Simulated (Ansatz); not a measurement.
# C2H8ClNSi: the cost of one run

Method: the settings change from run to run; program: Ansatz 0.2.0, Gaussian basis.

### Step 1. The molecule

The structure was relaxed beforehand with PBE0-D4 in a triple-zeta def2 set.

SMILES `CCN[SiH2]Cl`, 13 atoms, charge 0, spin multiplicity 1.

Atoms are counted from 1 here; the program's logs count them from 0.

Bond lengths: C1–C2 1.519 Å, C1–H6 1.094 Å, C1–H7 1.093 Å, C1–H8 1.092 Å, C2–N3 1.453 Å, C2–H9 1.095 Å, C2–H10 1.096 Å, N3–Si4 1.696 Å, N3–H11 1.009 Å, Si4–Cl5 2.077 Å, Si4–H12 1.479 Å, Si4–H13 1.479 Å. Angles: C2–C1–H6 110.8°, C2–C1–H7 110.8°, C2–C1–H8 110.9°, H6–C1–H7 107.8°, H6–C1–H8 107.9°, H7–C1–H8 108.6°, C1–C2–N3 113.9°, C1–C2–H9 109.8°, C1–C2–H10 109.9°, N3–C2–H9 107.7°, N3–C2–H10 109.3°, H9–C2–H10 106.0°, C2–N3–Si4 124.5°, C2–N3–H11 113.5°, Si4–N3–H11 118.0°, N3–Si4–Cl5 115.2°, N3–Si4–H12 108.2°, N3–Si4–H13 108.8° and more.

As a file:

```xyz
13
C2H8ClNSi
C    -0.3996   -0.1575    1.7079
C     0.4201    0.6268    0.6983
N    -0.1710    0.6762   -0.6278
Si    0.2271   -0.3763   -1.8970
Cl   -0.4283   -2.3334   -1.6626
H    -1.3933    0.2831    1.8278
H     0.0859   -0.1564    2.6872
H    -0.5278   -1.1925    1.3846
H     1.4152    0.1805    0.6031
H     0.5803    1.6485    1.0610
H    -1.0767    1.1207   -0.6480
H    -0.4117    0.1261   -3.1326
H     1.7002   -0.4805   -1.9869
```

### Step 2. wB97/def2-TZVPD

Set apart from the defaults: atoms shaken by 0.03 Å, high accuracy.

Input file in.yaml:

```yaml
crystal:
  periodic: [false, false, false]
  atoms:
    - {symbol: C, position_ang: [-0.415416, -0.153707, 1.680579]}
    - {symbol: C, position_ang: [0.411444, 0.622037, 0.659183]}
    - {symbol: N, position_ang: [-0.144201, 0.719117, -0.595121]}
    - {symbol: Si, position_ang: [0.206780, -0.370894, -1.855928]}
    - {symbol: Cl, position_ang: [-0.411799, -2.286412, -1.660745]}
    - {symbol: H, position_ang: [-1.311136, 0.299042, 1.848821]}
    - {symbol: H, position_ang: [0.070862, -0.173727, 2.682872]}
    - {symbol: H, position_ang: [-0.457717, -1.187934, 1.383879]}
    - {symbol: H, position_ang: [1.434373, 0.188891, 0.596093]}
    - {symbol: H, position_ang: [0.523283, 1.618037, 1.016806]}
    - {symbol: H, position_ang: [-1.087517, 1.106567, -0.637856]}
    - {symbol: H, position_ang: [-0.391069, 0.134900, -3.169341]}
    - {symbol: H, position_ang: [1.729081, -0.527012, -1.986868]}
basis:
  gaussian: {orbitals: def2-TZVPD}
hamiltonian: {xc: {name: wB97}}
accuracy: high
output: {forces: true}
```

Launch:

```sh
> ansatz run in.yaml --threads 4 --pin off --events-out ev --progress --plain --max-ram 10444MiB
```

Q: Estimate wall time and peak memory on 4 threads of Intel Xeon at 2.80GHz, shared host.

About 36 s, with a peak of 2.9 GiB.
